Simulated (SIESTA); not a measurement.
Ge2Sb2Te5: band structure with PBEsol

The system is Ge2Sb2Te5.

```
Te Sb Ge
1.0
     6.83914   -3.06601    0.00000
     6.83914    3.06601    0.00000
    -6.83098    0.00000    6.84761
Te Sb Ge
5 2 2
Direct
  0.59470 0.59470 0.38643
  0.79529 0.79529 0.19611
  0.00832 0.00832 0.00643
  0.20652 0.20652 0.80980
  0.39996 0.39996 0.59712
  0.90171 0.90171 0.58787
  0.11187 0.11187 0.41735
  0.28429 0.28429 0.18783
  0.49734 0.49734 0.01104
```

The cell comes from a database or a generator and needn't be the stable form of this composition.

* Program: SIESTA 5.4.2
* Task: band structure
* Functional: PBEsol
* Potentials or basis: PseudoDojo 0.4 standard (PBEsol files)
* Basis: DZP (energy shift 0.003 Ry; two zetas on semicore shells)
* Grid cutoff: 800 Ry
* Energy shift: 0.003 Ry
* k mesh: 5 × 5 × 4
* Occupations: fermi-dirac, width 0.05 eV
* Spin: no spin polarisation

```yaml
Pressure: -1.4 GPa
Largest_force: 0.185 eV/Å
Band_gap_on_the_k_mesh: 0.23 eV, indirect (least direct gap 0.31 eV)
Band_gap_along_the_path: 0.07 eV, direct
```

Forces in eV/Å, atoms in the order of the input:
```
Te  -0.060  0.000  0.151
Te   0.071  0.000 -0.131
Te  -0.094  0.000 -0.060
Te   0.052  0.000 -0.027
Te   0.171  0.000  0.071
Sb  -0.030  0.000 -0.044
Sb  -0.109  0.000  0.014
Ge  -0.084  0.000  0.029
Ge   0.084  0.000 -0.003
```

Stress tensor (GPa, compression positive):
```
-1.16  0.00 -0.12
 0.00 -1.77  0.00
-0.12  0.00 -1.23
```

Levels at the corners of the path, in eV from the valence-band top:
| point | band 65 | band 66 | band 67 | band 68 | band 69 | band 70 | band 71 | band 72 | band 73 | band 74 |
| --- | --- | --- | --- | --- | --- | --- | --- | --- | --- | --- |
| X | -1.36 | -0.69 | -0.63 | -0.58 | -0.29 | 0.69 | 1.49 | 2.10 | 2.40 | 2.72 |
| Γ | -1.39 | -0.77 | -0.41 | -0.40 | -0.40 | 1.06 | 1.34 | 2.50 | 2.55 | 3.57 |
| Y | -1.33 | -0.68 | -0.63 | -0.61 | -0.29 | 0.71 | 1.47 | 1.88 | 2.62 | 2.83 |
| L | -2.32 | -2.27 | -0.77 | -0.75 | -0.73 | 2.18 | 2.71 | 2.90 | 3.13 | 3.37 |
| Γ | -1.39 | -0.77 | -0.41 | -0.40 | -0.40 | 1.06 | 1.34 | 2.50 | 2.55 | 3.57 |
| Z | -0.96 | -0.76 | -0.69 | -0.51 | 0.00 | 0.07 | 0.58 | 0.69 | 1.18 | 1.38 |
| N | -0.92 | -0.74 | -0.69 | -0.60 | -0.01 | 0.25 | 0.40 | 0.72 | 1.15 | 1.46 |
| Γ | -1.39 | -0.77 | -0.41 | -0.40 | -0.40 | 1.06 | 1.34 | 2.50 | 2.55 | 3.57 |
| M | -0.92 | -0.74 | -0.69 | -0.60 | -0.01 | 0.25 | 0.40 | 0.72 | 1.15 | 1.46 |
| R | -0.96 | -0.76 | -0.69 | -0.51 | 0.00 | 0.07 | 0.58 | 0.69 | 1.18 | 1.38 |
| Γ | -1.39 | -0.77 | -0.41 | -0.40 | -0.40 | 1.06 | 1.34 | 2.50 | 2.55 | 3.57 |

Run time: 4 min on 1 thread of Intel(R) Xeon(R) 6975P-C (Granite Rapids), with other jobs on the host, peak memory 1.5 GiB.

Caveat: spin-orbit coupling is left out, which moves the levels of the heavy elements; the mesh misses the band edges, which the band path finds closer together; the basis of atomic orbitals isn't converged, which shifts pressures, moduli and gaps.
